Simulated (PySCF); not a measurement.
**RuOCl: sextet, from a linear start**

The task is one start of a wider search on RuOCl: the sextet, from a linear start. It is relaxed, tested by its Hessian and followed downhill if it is a saddle.

Program: PySCF 2.14.0. Level of theory: PBE0, basis Ru def2-TZVP with ECP28, O def2-TZVP, Cl def2-TZVP, scalar-relativistic core potentials, no spin–orbit coupling, density fitting. These are calculated values, not measurements.

## Step 1: The starting structure

3 atoms, charge 0, spin multiplicity 6.

Bond lengths: Ru1–O2 1.710 Å, Ru1–Cl3 2.240 Å. Angles: O2–Ru1–Cl3 180.0°.

Coordinates in bohr (charge 0 multiplicity 6):
```
Ru    0.0000    0.0000    0.0000
O     0.0000    0.0000   -3.2314
Cl    0.0000    0.0000    4.2330
```

## Step 2: First SCF at the start

One driver script runs all steps and calls PySCF; scf.py shows how it sets up the SCF of each step. The optimiser is the driver's own. After this first run the driver tries any further starts and a stability analysis.

scf.py

```python
from pyscf import gto, scf, dft
mol = gto.M(atom='''
Ru     0.000000     0.000000     0.000000
O      0.000000     0.000000    -1.710000
Cl     0.000000     0.000000     2.240000''',
    basis={'Ru': 'def2-TZVP', 'O': 'def2-TZVP', 'Cl': 'def2-TZVP'},
    ecp={'Ru': 'def2-TZVP'},
    charge=0, spin=5)
mf = dft.UKS(mol, xc='PBE0')
mf.grids.atom_grid = (50, 194)
aux = {'Ru': 'def2-universal-JKFIT', 'O': 'def2-universal-JKFIT', 'Cl': 'def2-universal-JKFIT'}
mf = mf.density_fit(auxbasis=aux)
mf.conv_tol = 1e-08
mf.diis_space = 10
mf.max_cycle = 60
mf.init_guess = 'minao'
mf.verbose = 4
mf.kernel()
```

The run is started by

```bash
OMP_NUM_THREADS=4 python axn.py task.json out
```

The runs that follow: Relaxation: linear start, sextet; Hessian and properties; Downhill along the imaginary mode; Hessian and properties.

What does the calculation give? Wanted: minimum; geometry; wavenumbers; dipole moment; highest occupied, lowest empty level; polar-tensor charge of Ru1; zero-point energy; atomisation energy; ⟨S²⟩.

As calculated:

| quantity | value |
| --- | --- |
| minimum | sextet, Cs |
| geometry | Ru–Cl 2.287 Å, Ru–O 1.757 Å; Cl–Ru–O 157.1° |
| wavenumbers (cm⁻¹) | 75 (a'), 376 (a'), 846 (a') |
| dipole moment | 1.54 D |
| highest occupied, lowest empty level (either spin) | -7.73, -4.91 eV |
| polar-tensor charge of Ru1 | +1.12 e |
| zero-point energy | 7.8 kJ/mol |
| entropy at 298.15 K | 307.6 J/(mol K) |
| atomisation energy (no zero-point energy) | 736 kJ/mol |
| ⟨S²⟩ | 8.766 |

What this shows: From C∞v at the start the molecule goes to a Cs minimum, after a stop at a second-order saddle point 1.4 kJ/mol higher, from which it was pushed off along an imaginary mode. The strongest infrared band lies at 846 cm⁻¹ (a', stretch). Most of the spin sits on Ru1 (Mulliken spin 3.86, against 5 for the whole molecule). Other starts or spin states, not run here, may lie lower. One determinant may miss the lowest occupation of an open d or f shell.
